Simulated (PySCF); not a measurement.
# COSe: NMR shieldings, spin-spin couplings, relativistic core levels, part 1 of 2

Wanted: NMR shieldings, spin-spin couplings, relativistic core levels for COSe (`O=C=[Se]`).

Programs: PySCF 2.14.0, with routines of our own; each step states its level. All values are computed. Atoms count from 0.

## Step 1: The system as given

3 atoms, charge 0, multiplicity 1; geometry from: GFN2-xTB.

## Step 2: Geometry optimisation at PBE0-D3(BJ)/def2-SVP

Job settings and geometry (Å):

```
{"job": {"xc": "PBE0", "basis": "def2-SVP", "d3": "d3bj", "grid": 1, "maxiter": 30, "shake": 0.01, "kind": "geom"}, "charge": 0, "multiplicity": 1}
O     -1.121700     0.742800    -0.002300
C     -0.149660     0.183990    -0.006620
Se     1.277370    -0.651330    -0.010260
```

Started as:

```
OMP_NUM_THREADS=1 python heavy_run.py task.json out
```

One launch serves the whole session: the jobs run in the order shown.

The log of the run:

```text
step   0  E = -2514.10282912  max force = 0.074354
step   1  E = -2514.10769496  max force = 0.015591
step   2  E = -2514.10782927  max force = 0.005211
step   3  E = -2514.10784353  max force = 0.000148
optimisation converged
```

Wall time 7 s (1 thread of Arm Neoverse N1, shared host); peak memory 0.28 GiB.

Along the way:

| step | energy from step 0 (eV) | largest force component (eV/Å) |
| --- | --- | --- |
| 0 | 0.0000 | 3.8234 |
| 1 | -0.1324 | 0.8017 |
| 2 | -0.1361 | 0.2680 |
| 3 | -0.1364 | 0.0076 |

Distances of close pairs at the start and the end, largest changes first:

| bond | before (Å) | after (Å) | change (Å) |
| --- | --- | --- | --- |
| C1–Se2 | 1.654 | 1.707 | +0.054 |
| O0–C1 | 1.121 | 1.154 | +0.033 |

The next job starts from the end point, and lists it.

| at the end point | value |
| --- | --- |
| point group (found at 0.08 Å tolerance) | Cinfv |
| rotational constants (GHz, main isotopes) | 4.036, 4.036 |
| dipole moment (D) | 0.69 |

## Step 3: NMR shieldings: PBE/pcJ-1 Se:dyall-v2z, spin–orbit

Job settings and geometry (Å):

```
{"job": {"kind": "hnmr", "xc": "PBE", "basis": {"default": "pcJ-1", "Se": "dyall-v2z"}, "rel": "so"}, "charge": 0, "multiplicity": 1}
O     -1.191103     0.818887     0.009117
C     -0.190615     0.244096    -0.001111
Se     1.289118    -0.607137    -0.016038
```

Level: PBE/pcJ-1 Se:dyall-v2z GIAO NMR shielding, X2C with spin-orbit coupling, screened-nuclear two-electron part, Gaussian nuclei, gas phase.

The log of the run:

```text
spin-free SCF
coarse grid: 17696 points
cycle   1  E = -2542.8194256169  dE =  4.026e-01  |g| = 7.100e-01  |ddm| = 2.067e+00
cycle   2  E = -2541.8916748266  dE =  9.278e-01  |g| = 2.233e+00  |ddm| = 1.433e+00
cycle   3  E = -2542.8502096790  dE = -9.585e-01  |g| = 3.821e-01  |ddm| = 1.424e+00
cycle   4  E = -2542.8665448326  dE = -1.634e-02  |g| = 3.237e-01  |ddm| = 6.502e-01
cycle   5  E = -2542.8968261741  dE = -3.028e-02  |g| = 4.359e-02  |ddm| = 2.903e-01
cycle   6  E = -2542.8971580449  dE = -3.319e-04  |g| = 4.822e-03  |ddm| = 3.451e-02
cycle   7  E = -2542.8971606945  dE = -2.650e-06  |g| = 2.362e-03  |ddm| = 4.117e-03
final grid: 35496 points
cycle   8  E = -2542.8973201050  dE =  2.358e-05  |g| = 9.406e-03  |ddm| = 1.122e-02
cycle   9  E = -2542.8969577081  dE =  3.624e-04  |g| = 3.771e-02  |ddm| = 4.090e-02
cycle  10  E = -2542.8973448667  dE = -3.872e-04  |g| = 1.889e-03  |ddm| = 3.128e-02
cycle  11  E = -2542.8973456810  dE = -8.142e-07  |g| = 6.625e-04  |ddm| = 1.666e-03
cycle  12  E = -2542.8973457565  dE = -7.553e-08  |g| = 1.715e-04  |ddm| = 3.556e-04
cycle  13  E = -2542.8973457632  dE = -6.654e-09  |g| = 2.862e-05  |ddm| = 1.411e-04
converged SCF energy = -2542.8973457632
two-component SCF
cycle   1  E = -2542.8419225240  dE = -2.543e+03  |FDS-SDF| = 1.947e+01
cycle   2  E = -2542.9618785552  dE = -1.200e-01  |FDS-SDF| = 6.763e-03
cycle   3  E = -2542.9618781125  dE =  4.427e-07  |FDS-SDF| = 2.956e-03
cycle   4  E = -2542.9618752010  dE =  2.911e-06  |FDS-SDF| = 4.164e-03
cycle   5  E = -2542.9618780599  dE = -2.859e-06  |FDS-SDF| = 1.730e-03
cycle   6  E = -2542.9618787951  dE = -7.352e-07  |FDS-SDF| = 1.176e-04
cycle   7  E = -2542.9618787964  dE = -1.335e-09  |FDS-SDF| = 7.660e-05
converged, E = -2542.9618787964

Field gradients (au) and densities at the nuclei (bohr^-3)
atom        Vxx        Vyy        Vzz        centre      nuclear mean
  0 O     -0.0895    -0.0896     0.1791        312.068        312.058
  1 C      0.1758     0.1759    -0.3517        126.570        126.567
  2 Se    -2.5591    -2.5593     5.1184      36635.002      36586.610
without picture change
  2 Se                           5.2798                     58410.837

Core orbital energies (eV)
atom   shell        mean    spread
  2 Se 1s       -12489.974   0.000
  2 Se 2s        -1605.008   0.000
  2 Se 3s         -212.876   0.000
  2 Se 4s          -19.551   0.000
  2 Se 2p1/2     -1439.511   0.000
  2 Se 2p3/2     -1398.197   0.058
  2 Se 3p1/2      -156.367   0.000
  2 Se 3p3/2      -150.520   0.212
  2 Se 3d3/2       -53.219   0.241
  2 Se 3d5/2       -52.344   0.324

Shielding tensors (ppm)
atom      isotropic    diamagn.    paramagn.     s11        s22        s33       span
  0 O        25.44      399.53     -374.10    -170.78    -170.78     417.88     588.66
  1 C        27.91      260.42     -232.51    -104.28    -104.27     292.29     396.57
  2 Se     2534.22     2874.52     -340.30    2168.49    2168.50    3265.68    1097.19
```

It took 15 s on 1 thread of Arm Neoverse N1, shared host; peak memory 0.54 GiB.

From this job:

| quantity | value |
| --- | --- |
| energy from spin-orbit coupling | -0.0645 Eh |

## Step 4: Spin-spin couplings: PBE/pcJ-1 Se:dyall-v2z, spin–orbit

Job settings and geometry (Å):

```
{"job": {"kind": "hj", "xc": "PBE", "basis": {"default": "pcJ-1", "Se": "dyall-v2z"}, "rel": "so", "atoms": [2]}, "charge": 0, "multiplicity": 1}
O     -1.191103     0.818887     0.009117
C     -0.190615     0.244096    -0.001111
Se     1.289118    -0.607137    -0.016038
```

Method: PBE/pcJ-1 Se:dyall-v2z indirect spin-spin coupling, X2C with spin-orbit coupling, screened-nuclear two-electron part, Gaussian nuclei, gas phase.

The log of the run:

```text
spin-free SCF
coarse grid: 17696 points
cycle   1  E = -2542.8194256169  dE =  4.026e-01  |g| = 7.100e-01  |ddm| = 2.067e+00
cycle   2  E = -2541.8916748266  dE =  9.278e-01  |g| = 2.233e+00  |ddm| = 1.433e+00
cycle   3  E = -2542.8502096790  dE = -9.585e-01  |g| = 3.821e-01  |ddm| = 1.424e+00
cycle   4  E = -2542.8665448326  dE = -1.634e-02  |g| = 3.237e-01  |ddm| = 6.502e-01
cycle   5  E = -2542.8968261741  dE = -3.028e-02  |g| = 4.359e-02  |ddm| = 2.903e-01
cycle   6  E = -2542.8971580449  dE = -3.319e-04  |g| = 4.822e-03  |ddm| = 3.451e-02
cycle   7  E = -2542.8971606945  dE = -2.650e-06  |g| = 2.362e-03  |ddm| = 4.117e-03
final grid: 35496 points
cycle   8  E = -2542.8973201050  dE =  2.358e-05  |g| = 9.406e-03  |ddm| = 1.122e-02
cycle   9  E = -2542.8969577081  dE =  3.624e-04  |g| = 3.771e-02  |ddm| = 4.090e-02
cycle  10  E = -2542.8973448667  dE = -3.872e-04  |g| = 1.889e-03  |ddm| = 3.128e-02
cycle  11  E = -2542.8973456810  dE = -8.142e-07  |g| = 6.625e-04  |ddm| = 1.666e-03
cycle  12  E = -2542.8973457565  dE = -7.553e-08  |g| = 1.715e-04  |ddm| = 3.556e-04
cycle  13  E = -2542.8973457632  dE = -6.654e-09  |g| = 2.862e-05  |ddm| = 1.411e-04
converged SCF energy = -2542.8973457632
two-component SCF
cycle   1  E = -2542.8419225240  dE = -2.543e+03  |FDS-SDF| = 1.947e+01
cycle   2  E = -2542.9618785552  dE = -1.200e-01  |FDS-SDF| = 6.763e-03
cycle   3  E = -2542.9618781125  dE =  4.427e-07  |FDS-SDF| = 2.956e-03
cycle   4  E = -2542.9618752010  dE =  2.911e-06  |FDS-SDF| = 4.164e-03
cycle   5  E = -2542.9618780599  dE = -2.859e-06  |FDS-SDF| = 1.730e-03
cycle   6  E = -2542.9618787951  dE = -7.352e-07  |FDS-SDF| = 1.176e-04
cycle   7  E = -2542.9618787964  dE = -1.335e-09  |FDS-SDF| = 7.660e-05
converged, E = -2542.9618787964

Indirect spin-spin couplings
  i        j     bonds      J/Hz   K/1e19 T2/J   anisotropy/Hz
  2  77Se   0  17O    2      -11.45       36.70      -237.4
  2  77Se   1  13C    1     -313.89     -542.35       457.5
```

Wall time 11 s (1 thread of Arm Neoverse N1, shared host); peak memory 0.52 GiB.

In short:

| quantity | value |
| --- | --- |
| energy from spin-orbit coupling | -0.0645 Eh |

## Step 5: Relativistic core levels: PBE/pcJ-1 Se:dyall-v2z, spin–orbit

Job settings and geometry (Å):

```
{"job": {"kind": "hxps", "xc": "PBE", "basis": {"default": "pcJ-1", "Se": "dyall-v2z"}, "rel": "so", "holes": [[2, "3d"]]}, "charge": 0, "multiplicity": 1}
O     -1.191103     0.818887     0.009117
C     -0.190615     0.244096    -0.001111
Se     1.289118    -0.607137    -0.016038
```

Level: PBE/pcJ-1 Se:dyall-v2z core ionisation, delta-SCF with one localised hole, X2C with spin-orbit coupling, screened-nuclear two-electron part, Gaussian nuclei, gas phase.

The log of the run:

```text
spin-free SCF
coarse grid: 17696 points
cycle   1  E = -2542.8194256169  dE =  4.026e-01  |g| = 7.100e-01  |ddm| = 2.067e+00
cycle   2  E = -2541.8916748266  dE =  9.278e-01  |g| = 2.233e+00  |ddm| = 1.433e+00
cycle   3  E = -2542.8502096790  dE = -9.585e-01  |g| = 3.821e-01  |ddm| = 1.424e+00
cycle   4  E = -2542.8665448326  dE = -1.634e-02  |g| = 3.237e-01  |ddm| = 6.502e-01
cycle   5  E = -2542.8968261741  dE = -3.028e-02  |g| = 4.359e-02  |ddm| = 2.903e-01
cycle   6  E = -2542.8971580449  dE = -3.319e-04  |g| = 4.822e-03  |ddm| = 3.451e-02
cycle   7  E = -2542.8971606945  dE = -2.650e-06  |g| = 2.362e-03  |ddm| = 4.117e-03
final grid: 35496 points
cycle   8  E = -2542.8973201050  dE =  2.358e-05  |g| = 9.406e-03  |ddm| = 1.122e-02
cycle   9  E = -2542.8969577081  dE =  3.624e-04  |g| = 3.771e-02  |ddm| = 4.090e-02
cycle  10  E = -2542.8973448667  dE = -3.872e-04  |g| = 1.889e-03  |ddm| = 3.128e-02
cycle  11  E = -2542.8973456810  dE = -8.142e-07  |g| = 6.625e-04  |ddm| = 1.666e-03
cycle  12  E = -2542.8973457565  dE = -7.553e-08  |g| = 1.715e-04  |ddm| = 3.556e-04
cycle  13  E = -2542.8973457632  dE = -6.654e-09  |g| = 2.862e-05  |ddm| = 1.411e-04
converged SCF energy = -2542.8973457632
two-component SCF
cycle   1  E = -2542.8419225240  dE = -2.543e+03  |FDS-SDF| = 1.947e+01
cycle   2  E = -2542.9618785552  dE = -1.200e-01  |FDS-SDF| = 6.763e-03
cycle   3  E = -2542.9618781125  dE =  4.427e-07  |FDS-SDF| = 2.956e-03
cycle   4  E = -2542.9618752010  dE =  2.911e-06  |FDS-SDF| = 4.164e-03
cycle   5  E = -2542.9618780599  dE = -2.859e-06  |FDS-SDF| = 1.730e-03
cycle   6  E = -2542.9618787951  dE = -7.352e-07  |FDS-SDF| = 1.176e-04
cycle   7  E = -2542.9618787964  dE = -1.335e-09  |FDS-SDF| = 7.660e-05
converged, E = -2542.9618787964

Field gradients (au) and densities at the nuclei (bohr^-3)
atom        Vxx        Vyy        Vzz        centre      nuclear mean
  0 O     -0.0895    -0.0896     0.1791        312.068        312.058
  1 C      0.1758     0.1759    -0.3517        126.570        126.567
  2 Se    -2.5591    -2.5593     5.1184      36635.002      36586.610
without picture change
  2 Se                           5.2798                     58410.837

Core orbital energies (eV)
atom   shell        mean    spread
  2 Se 1s       -12489.974   0.000
  2 Se 2s        -1605.008   0.000
  2 Se 3s         -212.876   0.000
  2 Se 4s          -19.551   0.000
  2 Se 2p1/2     -1439.511   0.000
  2 Se 2p3/2     -1398.197   0.058
  2 Se 3p1/2      -156.367   0.000
  2 Se 3p3/2      -150.520   0.212
  2 Se 3d3/2       -53.219   0.241
  2 Se 3d5/2       -52.344   0.324

hole in 3d5/2 of atom 2
cycle   1  E = -2540.3244296913  dE = -2.540e+03  |FDS-SDF| = 2.081e+00
cycle   2  E = -2539.7824312446  dE =  5.420e-01  |FDS-SDF| = 3.043e+00
cycle   3  E = -2540.3581798914  dE = -5.757e-01  |FDS-SDF| = 1.256e+00
cycle   4  E = -2540.6474827384  dE = -2.893e-01  |FDS-SDF| = 2.513e-01
cycle   5  E = -2540.6582801275  dE = -1.080e-02  |FDS-SDF| = 5.772e-02
cycle   6  E = -2540.6586117703  dE = -3.316e-04  |FDS-SDF| = 4.064e-02
cycle   7  E = -2540.6590436442  dE = -4.319e-04  |FDS-SDF| = 1.046e-02
cycle   8  E = -2540.6590712094  dE = -2.757e-05  |FDS-SDF| = 9.691e-04
cycle   9  E = -2540.6590714601  dE = -2.507e-07  |FDS-SDF| = 1.290e-04
cycle  10  E = -2540.6590714618  dE = -1.638e-09  |FDS-SDF| = 4.699e-05
converged, E = -2540.6590714618

Core binding energies (eV)
atom   line    delta-SCF   -orbital   splitting
  2 Se 3d5/2      62.596      52.34     0.875
```

Run time: 11 s. Hardware: 1 thread of Arm Neoverse N1, shared host; peak memory 0.52 GiB.

From this job:

| quantity | value |
| --- | --- |
| energy from spin-orbit coupling | -0.0645 Eh |

## Step 6: NMR shieldings: PBE/pcJ-1 Se:dyall-v2z, non-relativistic

Job settings and geometry (Å):

```
{"job": {"kind": "hnmr", "xc": "PBE", "basis": {"default": "pcJ-1", "Se": "dyall-v2z"}, "rel": "nr"}, "charge": 0, "multiplicity": 1}
O     -1.191103     0.818887     0.009117
C     -0.190615     0.244096    -0.001111
Se     1.289118    -0.607137    -0.016038
```

Level: PBE/pcJ-1 Se:dyall-v2z GIAO NMR shielding, non-relativistic, Gaussian nuclei, gas phase.

The log of the run:

```text
non-relativistic SCF
coarse grid: 17696 points
cycle   1  E = -2514.3306329813  dE = -1.764e+01  |g| = 2.484e+00  |ddm| = 2.145e+00
cycle   2  E = -2513.2172940885  dE =  1.113e+00  |g| = 2.656e+00  |ddm| = 1.617e+00
cycle   3  E = -2513.4554625198  dE = -2.382e-01  |g| = 2.149e+00  |ddm| = 2.489e+00
cycle   4  E = -2514.2879012589  dE = -8.324e-01  |g| = 7.122e-01  |ddm| = 1.750e+00
cycle   5  E = -2514.2107296897  dE =  7.717e-02  |g| = 9.187e-01  |ddm| = 1.365e+00
cycle   6  E = -2514.4409781374  dE = -2.302e-01  |g| = 8.926e-02  |ddm| = 7.083e-01
cycle   7  E = -2514.4429011223  dE = -1.923e-03  |g| = 3.441e-02  |ddm| = 7.305e-02
cycle   8  E = -2514.4430064996  dE = -1.054e-04  |g| = 1.426e-02  |ddm| = 1.969e-02
cycle   9  E = -2514.4430650035  dE = -5.850e-05  |g| = 2.160e-03  |ddm| = 1.145e-02
cycle  10  E = -2514.4430660498  dE = -1.046e-06  |g| = 6.256e-04  |ddm| = 1.845e-03
final grid: 35496 points
cycle  11  E = -2514.4430706241  dE =  1.131e-06  |g| = 2.346e-03  |ddm| = 2.077e-03
cycle  12  E = -2514.4430532137  dE =  1.741e-05  |g| = 9.026e-03  |ddm| = 8.057e-03
cycle  13  E = -2514.4430718255  dE = -1.861e-05  |g| = 2.988e-04  |ddm| = 6.602e-03
cycle  14  E = -2514.4430718506  dE = -2.509e-08  |g| = 6.029e-05  |ddm| = 2.903e-04
cycle  15  E = -2514.4430718513  dE = -6.603e-10  |g| = 1.340e-05  |ddm| = 4.316e-05
converged SCF energy = -2514.4430718513
check of the scalar solution
cycle   1  E = -2514.4430718513  dE = -2.514e+03  |FDS-SDF| = 1.340e-05
cycle   2  E = -2514.4430718509  dE =  3.479e-10  |FDS-SDF| = 3.939e-05
converged, E = -2514.4430718509

Field gradients (au) and densities at the nuclei (bohr^-3)
atom        Vxx        Vyy        Vzz        centre      nuclear mean
  0 O     -0.0883    -0.0884     0.1767        309.460        309.447
  1 C      0.1755     0.1757    -0.3512        125.983        125.981
  2 Se    -2.3758    -2.3759     4.7517      26792.498      26772.113

Core orbital energies (eV)
atom   shell        mean    spread
  2 Se 1s       -12300.492   0.000
  2 Se 2s        -1561.289   0.000
  2 Se 3s         -205.725   0.000
  2 Se 4s          -19.284   0.000
  2 Se 2p        -1401.916   0.083
  2 Se 3p         -150.940   0.314
  2 Se 3d          -54.041   0.364

Shielding tensors (ppm)
atom      isotropic    diamagn.    paramagn.     s11        s22        s33       span
  0 O        26.03      401.56     -375.53    -168.82    -168.82     415.72     584.54
  1 C        15.41      261.29     -245.88    -122.88    -122.88     291.98     414.86
  2 Se     2273.00     3000.10     -727.10    1905.69    1905.69    3007.62    1101.93
```

It took 4.9 s on 1 thread of Arm Neoverse N1, shared host; peak memory 0.52 GiB.

## Step 7: Spin-spin couplings: PBE/pcJ-1 Se:dyall-v2z, non-relativistic

Job settings and geometry (Å):

```
{"job": {"kind": "hj", "xc": "PBE", "basis": {"default": "pcJ-1", "Se": "dyall-v2z"}, "rel": "nr", "atoms": [2]}, "charge": 0, "multiplicity": 1}
O     -1.191103     0.818887     0.009117
C     -0.190615     0.244096    -0.001111
Se     1.289118    -0.607137    -0.016038
```

Level: PBE/pcJ-1 Se:dyall-v2z indirect spin-spin coupling, non-relativistic, Gaussian nuclei, gas phase.

The log of the run:

```text
non-relativistic SCF
coarse grid: 17696 points
cycle   1  E = -2514.3306329813  dE = -1.764e+01  |g| = 2.484e+00  |ddm| = 2.145e+00
cycle   2  E = -2513.2172940885  dE =  1.113e+00  |g| = 2.656e+00  |ddm| = 1.617e+00
cycle   3  E = -2513.4554625198  dE = -2.382e-01  |g| = 2.149e+00  |ddm| = 2.489e+00
cycle   4  E = -2514.2879012589  dE = -8.324e-01  |g| = 7.122e-01  |ddm| = 1.750e+00
cycle   5  E = -2514.2107296897  dE =  7.717e-02  |g| = 9.187e-01  |ddm| = 1.365e+00
cycle   6  E = -2514.4409781374  dE = -2.302e-01  |g| = 8.926e-02  |ddm| = 7.083e-01
cycle   7  E = -2514.4429011223  dE = -1.923e-03  |g| = 3.441e-02  |ddm| = 7.305e-02
cycle   8  E = -2514.4430064996  dE = -1.054e-04  |g| = 1.426e-02  |ddm| = 1.969e-02
cycle   9  E = -2514.4430650035  dE = -5.850e-05  |g| = 2.160e-03  |ddm| = 1.145e-02
cycle  10  E = -2514.4430660498  dE = -1.046e-06  |g| = 6.256e-04  |ddm| = 1.845e-03
final grid: 35496 points
cycle  11  E = -2514.4430706241  dE =  1.131e-06  |g| = 2.346e-03  |ddm| = 2.077e-03
cycle  12  E = -2514.4430532137  dE =  1.741e-05  |g| = 9.026e-03  |ddm| = 8.057e-03
cycle  13  E = -2514.4430718255  dE = -1.861e-05  |g| = 2.988e-04  |ddm| = 6.602e-03
cycle  14  E = -2514.4430718506  dE = -2.509e-08  |g| = 6.029e-05  |ddm| = 2.903e-04
cycle  15  E = -2514.4430718513  dE = -6.603e-10  |g| = 1.340e-05  |ddm| = 4.316e-05
converged SCF energy = -2514.4430718513
two-component SCF
cycle   1  E = -2514.4430718513  dE = -2.514e+03  |FDS-SDF| = 1.340e-05
cycle   2  E = -2514.4430718509  dE =  3.497e-10  |FDS-SDF| = 3.939e-05
converged, E = -2514.4430718509

Indirect spin-spin couplings
  i        j     bonds      J/Hz   K/1e19 T2/J   anisotropy/Hz
  2  77Se   0  17O    2       -8.00       25.62      -236.9
  2  77Se   1  13C    1     -266.78     -460.95       451.6
```

Wall time 5.1 s (1 thread of Arm Neoverse N1, shared host); peak memory 0.39 GiB.

## Step 8: NMR shieldings: PBE/pcJ-1 Se:dyall-v2z, spin-free

Job settings and geometry (Å):

```
{"job": {"kind": "hnmr", "xc": "PBE", "basis": {"default": "pcJ-1", "Se": "dyall-v2z"}, "rel": "sf"}, "charge": 0, "multiplicity": 1}
O     -1.191103     0.818887     0.009117
C     -0.190615     0.244096    -0.001111
Se     1.289118    -0.607137    -0.016038
```

Level: PBE/pcJ-1 Se:dyall-v2z GIAO NMR shielding, spin-free X2C, Gaussian nuclei, gas phase.

The log of the run:

```text
spin-free SCF
coarse grid: 17696 points
cycle   1  E = -2542.8194256169  dE =  4.026e-01  |g| = 7.100e-01  |ddm| = 2.067e+00
cycle   2  E = -2541.8916748266  dE =  9.278e-01  |g| = 2.233e+00  |ddm| = 1.433e+00
cycle   3  E = -2542.8502096790  dE = -9.585e-01  |g| = 3.821e-01  |ddm| = 1.424e+00
cycle   4  E = -2542.8665448326  dE = -1.634e-02  |g| = 3.237e-01  |ddm| = 6.502e-01
cycle   5  E = -2542.8968261741  dE = -3.028e-02  |g| = 4.359e-02  |ddm| = 2.903e-01
cycle   6  E = -2542.8971580449  dE = -3.319e-04  |g| = 4.822e-03  |ddm| = 3.451e-02
cycle   7  E = -2542.8971606945  dE = -2.650e-06  |g| = 2.362e-03  |ddm| = 4.117e-03
final grid: 35496 points
cycle   8  E = -2542.8973201050  dE =  2.358e-05  |g| = 9.406e-03  |ddm| = 1.122e-02
cycle   9  E = -2542.8969577081  dE =  3.624e-04  |g| = 3.771e-02  |ddm| = 4.090e-02
cycle  10  E = -2542.8973448667  dE = -3.872e-04  |g| = 1.889e-03  |ddm| = 3.128e-02
cycle  11  E = -2542.8973456810  dE = -8.142e-07  |g| = 6.625e-04  |ddm| = 1.666e-03
cycle  12  E = -2542.8973457565  dE = -7.553e-08  |g| = 1.715e-04  |ddm| = 3.556e-04
cycle  13  E = -2542.8973457632  dE = -6.654e-09  |g| = 2.862e-05  |ddm| = 1.411e-04
converged SCF energy = -2542.8973457632
check of the scalar solution
cycle   1  E = -2542.8973457632  dE = -2.543e+03  |FDS-SDF| = 2.862e-05
cycle   2  E = -2542.8973457630  dE =  1.733e-10  |FDS-SDF| = 4.538e-05
converged, E = -2542.8973457630

Field gradients (au) and densities at the nuclei (bohr^-3)
atom        Vxx        Vyy        Vzz        centre      nuclear mean
  0 O     -0.0897    -0.0899     0.1796        312.068        312.057
  1 C      0.1758     0.1759    -0.3517        126.569        126.567
  2 Se    -2.5593    -2.5595     5.1188      36632.234      36583.842
without picture change
  2 Se                           5.2806                     58411.272

Core orbital energies (eV)
atom   shell        mean    spread
  2 Se 1s       -12490.128   0.000
  2 Se 2s        -1605.039   0.000
  2 Se 3s         -212.884   0.000
  2 Se 4s          -19.553   0.000
  2 Se 2p        -1411.757   0.086
  2 Se 3p         -152.440   0.321
  2 Se 3d          -52.699   0.379

Shielding tensors (ppm)
atom      isotropic    diamagn.    paramagn.     s11        s22        s33       span
  0 O        24.26      401.67     -377.41    -171.59    -171.59     415.96     587.55
  1 C        14.33      261.27     -246.93    -124.44    -124.44     291.89     416.34
  2 Se     2267.48     3012.82     -745.34    1874.61    1874.62    3053.20    1178.59
```

Wall time 5.7 s (1 thread of Arm Neoverse N1, shared host); peak memory 0.56 GiB.

(Continued in part 2 of 2.)
